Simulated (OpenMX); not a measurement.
**CrN in OpenMX: the effect of starting spin order**

CrN, a sheet with vacuum:

```xyz
2
Lattice="2.7241 0.0000 0.0000 0.0000 2.7241 0.0000 0.0000 0.0000 23.8000" Properties=species:S:1:pos:R:3 pbc="T T T"
Cr    1.3621    1.3621    7.0001
N     0.0000    0.0000    7.0001
```

The cell was built by a generator and needn't be a form met in nature.

Alike in all runs:

```yaml
Program: OpenMX 3.8.5
Task: single point
Functional: PBE
Potentials_or_basis: OpenMX 2013 PBE set, Cr6.0-s3p2d2, N6.0-s2p2d1, grid cutoff 400 Ry
k_mesh: 11 × 11 × 1
Occupations: fermi-dirac, width 0.05 eV
```

```tsv
starting spin order	spin	starting moments	energy over the lowest run (meV/atom)	final net moment (μB)	final largest site moment (μB)
fm	collinear spin, ferromagnetic start	[3.0, 0.0] μB	0.0	2.70	2.91
ferromagnetic start, larger moments	collinear spin, ferromagnetic start	[4.5, 0.0] μB	0.0	2.70	2.91
nm	collinear spin, zero start	[0.0, 0.0] μB	?	?	?
```

Problem. What does the run with starting spin order nm give?

Solution. Energy over the lowest run 315.1 meV/atom; final net moment 0.00 μB; final largest site moment 0.00 μB.

Caveats: no basis functions reach into the vacuum, so the work function isn't listed.
